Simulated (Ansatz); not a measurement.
# CH₅BClIn: ionisation energy by level of theory

The task here is to estimate one member of a computed series from the others.

The runs use Ansatz 0.2.0, Gaussian basis; unrestricted cation, the program's frozen cores in correlated methods.

Levels to be run: UKS PBE-D4/def2-TZVPP; UKS r2SCAN-D4/def2-TZVPP; UKS PBE0-D4/def2-TZVPP; UKS B3LYP-D4/def2-TZVPP; UKS wB97X-V/def2-TZVPP; UKS wB97M-V/def2-TZVPP; UKS B2PLYP/def2-TZVPP; UHF-CCSD(T)/def2-TZVPP; UHF-MP2/def2-QZVPP; extrapolation to the limit; then −ε(HOMO) from the neutral's earlier runs with LDA (SPW92), PBE-D4, revPBE-D4, BLYP-D4, r2SCAN-D4, B97M-V, PBE0-D4, B3LYP-D4, r2SCANh-D4, r2SCAN0-D4, HSE06-D4, BHLYP-D4, CAM-B3LYP-D4, LC-ωPBE, ωB97X-V, ωB97M-V.

**The geometry**

An earlier PBE0-D4 in a triple-zeta def2 set relaxation fixed the geometry. In takes the def2 core potential; no spin-orbit term is included.

9 atoms, charge 0, spin multiplicity 1.

Atoms are counted from 1 here; the program's logs count them from 0.

Bond lengths: C1–B2 1.555 Å, C1–H5 1.093 Å, C1–H6 1.100 Å, C1–H7 1.093 Å, B2–Cl3 1.768 Å, B2–In4 2.263 Å, In4–H8 1.732 Å, In4–H9 1.732 Å. Angles: B2–C1–H5 114.1°, B2–C1–H6 106.4°, B2–C1–H7 113.0°, H5–C1–H6 107.4°, H5–C1–H7 109.8°, H6–C1–H7 105.6°, C1–B2–Cl3 117.8°, C1–B2–In4 127.3°, Cl3–B2–In4 114.8°, B2–In4–H8 122.6°, B2–In4–H9 122.3°, H8–In4–H9 115.0°.

Set-up of the first run:

File in.yaml:

```yaml
crystal:
  periodic: [false, false, false]
  atoms:
    - {symbol: C, position_ang: [0.370621, 1.168406, -0.917703]}
    - {symbol: B, position_ang: [0.606961, -0.008541, 0.070137]}
    - {symbol: Cl, position_ang: [2.277782, -0.452953, 0.439284]}
    - {symbol: In, position_ang: [-0.961189, -1.305762, 1.060000]}
    - {symbol: H, position_ang: [1.233698, 1.826598, -1.043148]}
    - {symbol: H, position_ang: [0.159137, 0.713995, -1.897373]}
    - {symbol: H, position_ang: [-0.514047, 1.761466, -0.671374]}
    - {symbol: H, position_ang: [-1.581547, -2.746484, 0.324645]}
    - {symbol: H, position_ang: [-1.591406, -0.956727, 2.635531]}
basis:
  gaussian: {orbitals: def2-TZVPP}
total_charge: 1
magnetization: {spin_polarized: true, initial_magnetization: 1}
hamiltonian: {xc: pbe, dispersion: d4}
```

Command:

```bash
> ansatz run in.yaml --threads 2 --pin off --events-out ev --progress --plain --max-ram 20480MiB --backend cpu
```

Among the steps run: Cation, UKS PBE-D4/def2-TZVPP; Cation, UKS r2SCAN-D4/def2-TZVPP; Cation, UKS PBE0-D4/def2-TZVPP; Cation, UKS B3LYP-D4/def2-TZVPP; Cation, UKS wB97X-V/def2-TZVPP; Cation, UKS wB97M-V/def2-TZVPP; Cation, UKS B2PLYP (frozen core)/def2-TZVPP; Cation, UHF-CCSD(T)/def2-TZVPP; Cation, UHF-MP2/def2-QZVPP.

One of the session's tables, all rows but one given; the rest of the session is left out.

For comparison, −ε(HOMO) of the neutral from earlier runs:

| functional | −ε(HOMO) (eV) |
| --- | --- |
| LDA (SPW92) | 5.98 |
| PBE-D4 | 5.85 |
| revPBE-D4 | 5.80 |
| BLYP-D4 | 5.74 |
| r2SCAN-D4 | 6.07 |
| B97M-V | 6.13 |
| PBE0-D4 | 6.95 |
| B3LYP-D4 | 6.78 |
| r2SCANh-D4 | 6.48 |
| r2SCAN0-D4 | ? |
| HSE06-D4 | 6.56 |
| BHLYP-D4 | 7.98 |
| CAM-B3LYP-D4 | 8.24 |
| LC-ωPBE | 9.52 |
| ωB97X-V | 9.19 |
| ωB97M-V | 9.03 |

**Question.** Estimate the row for r2SCAN0-D4.

Worked estimate for «−ε(HOMO) (eV)». Against the share of exact exchange, r2SCAN-D4 (0, 6.07), r2SCANh-D4 (0.1, 6.48) give a slope of 4.10 per unit share; at 0.25 the line stands at 7.09.

The run gave: −ε(HOMO) (eV): 7.10. In «−ε(HOMO) (eV)» the line misses by -0.01.

Caveats from the session: The cation may have settled in a state other than its lowest; no search over hole states beyond the program's own was made.
